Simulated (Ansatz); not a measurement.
**Ge2As: one candidate structure**

Where does Ge2As go from the start given, anti-fluorite type (Fm-3m, No. 225)?

Computed with Ansatz 0.2.0 (DFT PBE, scalar-relativistic, plane waves, PAW, unless a step's input says otherwise).

## 1. Starting point

Symmetry: Fm-3m, No. 225, cubic system. The conventional cell has a = 6.040 Å, b = 6.040 Å, c = 6.040 Å, α = 90.00°, β = 90.00°, γ = 90.00°. Ge (site symmetry -43m) has 4 As at 2.62 Å as nearest neighbours. As (site symmetry m-3m) has 8 Ge at 2.62 Å as nearest neighbours.

Coordinates:

```cif
data_structure
_symmetry_space_group_name_H-M 'P 1'
_symmetry_Int_Tables_number 1
_cell_length_a 4.2712
_cell_length_b 4.2712
_cell_length_c 4.2712
_cell_angle_alpha 60.000
_cell_angle_beta 60.000
_cell_angle_gamma 60.000
_cell_volume 55.10
loop_
_atom_site_label
_atom_site_type_symbol
_atom_site_fract_x
_atom_site_fract_y
_atom_site_fract_z
_atom_site_occupancy
Ge1 Ge 0.25000 0.25000 0.25000 1
Ge2 Ge 0.75000 0.75000 0.75000 1
As1 As 0.00000 0.00000 0.00000 1
```

(A quick probe on a coarse mesh, which set the mesh and smearing, is not shown.)

## 3. Coarse relaxation

input.yaml reads:

```yaml
crystal:
  lattice:
    - [0.0, 3.0201735495, 3.0201735495]
    - [3.0201735495, 0.0, 3.0201735495]
    - [3.0201735495, 3.0201735495, 0.0]
  atoms:
    - { symbol: Ge, position: [0.25, 0.25, 0.25] }
    - { symbol: Ge, position: [0.75, 0.75, 0.75] }
    - { symbol: As, position: [0.0, 0.0, 0.0] }
basis:
  ecutwfc: 420
kpoints:
  mp_grid: { grid: [6, 6, 6] }
hamiltonian:
  xc: pbe
scf:
  occupations: { method: gaussian, width: 0.1 }
  lower_state_search: "off"
output:
  forces: true
  stress: true
  eigenvalues: true
relax:
  adjacent_minimum: "off"
  f_tol: 0.04
  max_steps: 70
  cell: { stress_tol: 0.4 }
```

The run is started by

```console
ansatz run input.yaml --threads 1 --pin off --max-ram 2560MiB --backend cpu --events-out ev --progress --plain --runs-dir out
```

Further runs follow: relaxing cell and atoms.

Q: Predict the outcome of this session.

As calculated:

Formation energies count from the elements, computed with the same settings in runs not shown here.

| quantity | value |
| --- | --- |
| cell (conventional) | a = 6.497 Å, b = 6.497 Å, c = 6.497 Å, α = 90.00°, β = 90.00°, γ = 90.00° |
| space group | Fm-3m (No. 225) |
| volume | 22.86 Å³/atom |
| gap on the mesh | none (metal) |
| formation energy from the elements | +0.388 eV/atom |

The space group stayed Fm-3m, and from the first guess the volume went from 18.37 to 22.86 Å³/atom. The formation energy of +0.39 eV/atom is positive, so the elements lie lower than this structure; another structure of the compound can lie lower.
